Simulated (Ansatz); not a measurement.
**CH₄OZn: one species, many methods**

An exercise on one series of results from a longer session: the logs are not shown, and one member is left open.

The runs use Ansatz 0.2.0, Gaussian basis; functionals in def2-TZVPP, the program's frozen cores in correlated methods.

Levels to be run: LDA (SPW92), PBE-D4, revPBE-D4, BLYP-D4, r2SCAN-D4, B97M-V, PBE0-D4, B3LYP-D4, r2SCANh-D4, r2SCAN0-D4, HSE06-D4, BHLYP-D4, CAM-B3LYP-D4, LC-ωPBE, ωB97X-V, ωB97M-V, B2PLYP, PBE-QIDH; CCSD(T)/def2-SVP; CCSD(T)/def2-TZVPP; MP2/def2-QZVPP; extrapolation to the limit; RPA on PBE.

## The geometry

All runs share one geometry, relaxed beforehand with PBE0-D4 in a triple-zeta def2 set.

SMILES `C[O][ZnH]`, 7 atoms, charge 0, spin multiplicity 1.

Atoms are counted from 1 here; the program's logs count them from 0.

Bond lengths: C1–O2 1.396 Å, C1–H4 1.096 Å, C1–H5 1.099 Å, C1–H6 1.099 Å, O2–Zn3 1.770 Å, Zn3–H7 1.513 Å. Angles: O2–C1–H4 109.1°, O2–C1–H5 112.8°, O2–C1–H6 112.7°, H4–C1–H5 107.2°, H4–C1–H6 107.2°, H5–C1–H6 107.5°, C1–O2–Zn3 130.2°, O2–Zn3–H7 175.1°.

The first run:

The input, in.yaml:

```yaml
crystal:
  periodic: [false, false, false]
  atoms:
    - {symbol: C, position_ang: [-0.725292, 0.742618, -0.153837]}
    - {symbol: O, position_ang: [0.029997, -0.322852, -0.646143]}
    - {symbol: Zn, position_ang: [1.247423, -1.326771, 0.154796]}
    - {symbol: H, position_ang: [-1.371248, 1.123253, -0.953746]}
    - {symbol: H, position_ang: [-0.104124, 1.581717, 0.189727]}
    - {symbol: H, position_ang: [-1.378307, 0.450727, 0.680634]}
    - {symbol: H, position_ang: [2.301552, -2.248712, 0.728548]}
basis:
  gaussian: {orbitals: def2-TZVPP}
hamiltonian: {xc: lda}
output: {orbitals: {seedname: orbitals}}
```

Steps of the session up to this table: LDA; PBE-D4 (GGA); revPBE-D4 (GGA); BLYP-D4 (GGA); r2SCAN-D4 (meta-GGA); B97M-V (meta-GGA); PBE0-D4 (hybrid); B3LYP-D4 (hybrid); r2SCANh-D4 (hybrid); r2SCAN0-D4 (hybrid); HSE06-D4 (hybrid); BHLYP-D4 (hybrid); CAM-B3LYP-D4 (range-separated); LC-ωPBE (range-separated); ωB97X-V (range-separated); ωB97M-V (range-separated); B2PLYP (double hybrid); PBE-QIDH (double hybrid).

One table of the session follows, with a row left open; its other results are not shown here.

It belongs to the step «Orbital energies across the functionals». 

| functional | HOMO (eV) | gap (eV) |
| --- | --- | --- |
| LDA (SPW92) | -5.99 | 4.65 |
| PBE-D4 | -5.83 | 4.67 |
| revPBE-D4 | -5.77 | 4.69 |
| BLYP-D4 | ? | ? |
| r2SCAN-D4 | -6.10 | 5.34 |
| B97M-V | -6.21 | 5.11 |
| PBE0-D4 | -7.29 | 6.89 |
| B3LYP-D4 | -7.08 | 6.38 |
| r2SCANh-D4 | -6.65 | 6.15 |
| r2SCAN0-D4 | -7.50 | 7.36 |
| HSE06-D4 | -6.88 | 6.12 |
| BHLYP-D4 | -8.75 | 8.92 |
| CAM-B3LYP-D4 | -8.77 | 9.10 |
| LC-ωPBE | -10.11 | 11.55 |
| ωB97X-V | -9.78 | 11.08 |
| ωB97M-V | -9.71 | 10.63 |

Q: Estimate the row for BLYP-D4 from the others.

Worked estimate for «HOMO (eV)». Against the share of exact exchange, B3LYP-D4 (0.2, -7.08), BHLYP-D4 (0.5, -8.75) give a slope of -5.57 per unit share; at 0 the line stands at -5.97.

**Answer.** HOMO (eV): -5.76; gap (eV): 4.62. In «HOMO (eV)» the line misses by -0.21.
